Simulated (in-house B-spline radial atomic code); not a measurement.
# K⁷⁺: ionisation energy by several methods

The task here is to estimate one member of a computed series from the others.

Program: in-house B-spline radial atomic code version 1. Level of theory: non-relativistic, several functionals, spin-polarised; spherical all-electron atom at the radial basis limit. These are calculated values, not measurements, unless marked.

### The atom as given

- element: potassium (Z = 19)
- charge: +7
- electrons: 12
- configuration: [Ne] 3s2
- nucleus: point

Outer shells as boxes (Hund's rule):

[Ne] 3s2
```
[Ne] core
3s [↑↓]
```

Where spins are not typed, each open shell is filled with up spins first.

The first run:

Input settings:

```ini
Z = 19
electrons = 12.0
configuration = [Ne] 3s2
hamiltonian = nr
method = optx,lyp
spin_polarised = True
```

Steps of the session up to this table: OLYP; revTPSS; TPSSh; M06-2X; BHandHLYP; PBEsol; LDA (VWN5); M06-L; PBE; B97-1.

One table of the session follows, with a row left open; its other results are not shown here.

```
    method  ΔSCF (eV)
LDA (VWN5)     154.32
      OLYP     153.84
    PBEsol     153.90
       PBE          ?
   revTPSS     153.66
     M06-L     153.73
     TPSSh     153.78
    M06-2X     154.51
 BHandHLYP     153.91
     B97-1     154.35
```

**Question.** Estimate the row for PBE.

**Answer.** ΔSCF (eV): 154.28. In the column «ΔSCF (eV)» it lies between BHandHLYP (153.91) and LDA (VWN5) (154.32).

Limits of these values: Meta-GGA runs start from a PBE run whose iterations are not counted.
